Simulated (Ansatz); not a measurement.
# AlGeH₅S: an energy map over bond length S1–Al2 and dihedral H4–S1–Al2–Ge3

A grid of calculations on AlGeH₅S, SMILES [SH][AlH][GeH3], to see where the energy is lowest and how it rises around there.

The runs use Ansatz 0.2.0; RKS PBE0-D4/def2-TZVP.

### Step 1. Where the work starts

SMILES `[SH][AlH][GeH3]`, 8 atoms, charge 0, spin multiplicity 1.

Atoms are counted from 1 here; the program's logs count them from 0.

Bond lengths: S1–Al2 2.203 Å, S1–H4 1.364 Å, Al2–Ge3 2.478 Å, Al2–H5 1.597 Å, Ge3–H6 1.557 Å, Ge3–H7 1.555 Å, Ge3–H8 1.556 Å. Angles: Al2–S1–H4 95.3°, S1–Al2–Ge3 119.7°, S1–Al2–H5 114.7°, Ge3–Al2–H5 125.7°, Al2–Ge3–H6 111.1°, Al2–Ge3–H7 112.8°, Al2–Ge3–H8 112.1°, H6–Ge3–H7 106.5°, H6–Ge3–H8 106.7°, H7–Ge3–H8 107.2°.

Geometry (Å):

```xyz
8
AlGeH5S
S    -1.9973    1.3595   -1.3031
Al   -0.0321    1.2377   -0.3142
Ge    0.7556   -0.9327    0.5856
H    -2.2940    0.0366   -1.1557
H     0.7629    2.6206   -0.2390
H     0.6172   -0.9798    2.1352
H     2.2519   -1.2108    0.2657
H    -0.0643   -2.1311    0.0255
```

This geometry comes from a loose relaxation at PBE in a small basis, which is not shown.

### Step 3. Setting up the map

The axes are (1) bond length S1–Al2: 7 values from 1.834 to 2.838 Å; (2) dihedral H4–S1–Al2–Ge3: 8 values from −180 to 135 °, periodic.

Nothing else is relaxed (all other coordinates rigid). Energies count from the relaxed molecule at the same level. Points are written as (first, second).

(The set-up runs are not shown.)

### Step 4. Point (2.169 Å, 0°)

Input file input.yaml:

```yaml
crystal:
  periodic: [false, false, false]
  atoms:
    - { symbol: S, position_ang: [-1.925358, 1.318771, -1.405159] }
    - { symbol: Al, position_ang: [-0.080645, 1.247906, -0.266488] }
    - { symbol: Ge, position_ang: [0.718501, -0.923495, 0.598858] }
    - { symbol: H, position_ang: [-2.149073, -0.003063, -1.312015] }
    - { symbol: H, position_ang: [0.647069, 2.637735, -0.063468] }
    - { symbol: H, position_ang: [0.837566, -0.91864, 2.135536] }
    - { symbol: H, position_ang: [2.112573, -1.281355, 0.047438] }
    - { symbol: H, position_ang: [-0.23213, -2.075397, 0.218559] }
basis:
  gaussian: { orbitals: def2-TZVP }
hamiltonian:
  xc: pbe0
  dispersion: d4
output:
  forces: true
```

Launch:

```console
ansatz run input.yaml --threads 1 --pin off --max-ram 2560MiB --backend cpu --events-out ev --progress --plain --runs-dir out
```

The session goes on with these runs: the other points that were computed.

Q: Predict the outcome of this session. Wanted: lowest point; highest computed point; largest force on an atom.

**Answer**, as computed:

```
                       quantity                                                                     value
                   lowest point                                                  (2.169 Å, 0°), 0.0014 eV
         highest computed point                                 (1.834 Å, −90°), 1.96 eV above the lowest
largest force on an atom (eV/Å)  0.2 at (2.169 Å, 0°) to 11.0 at (1.834 Å, −90°); 0.2 at the lowest point
        time for the whole task                                          6.8 min on 1 thread, shared host
```

**Reading.** The lowest computed point is at (2.169 Å, 0°), 0.0014 eV from the relaxed molecule at the same level. The grid is coarse, so the lowest point of the scanned range may lie between grid points; coordinates that were held can hide deeper minima. A higher local minimum lies near (2.169 Å, −180°) (0.014 eV above the lowest at that grid point). The highest computed point, (1.834 Å, −90°), lies 1.96 eV above the lowest. On the interpolated surface the easiest way out of the lowest well to the well at (2.169 Å, −180°) passes a barrier of about 0.35 eV. Round the minimum the two coordinates are nearly uncoupled.
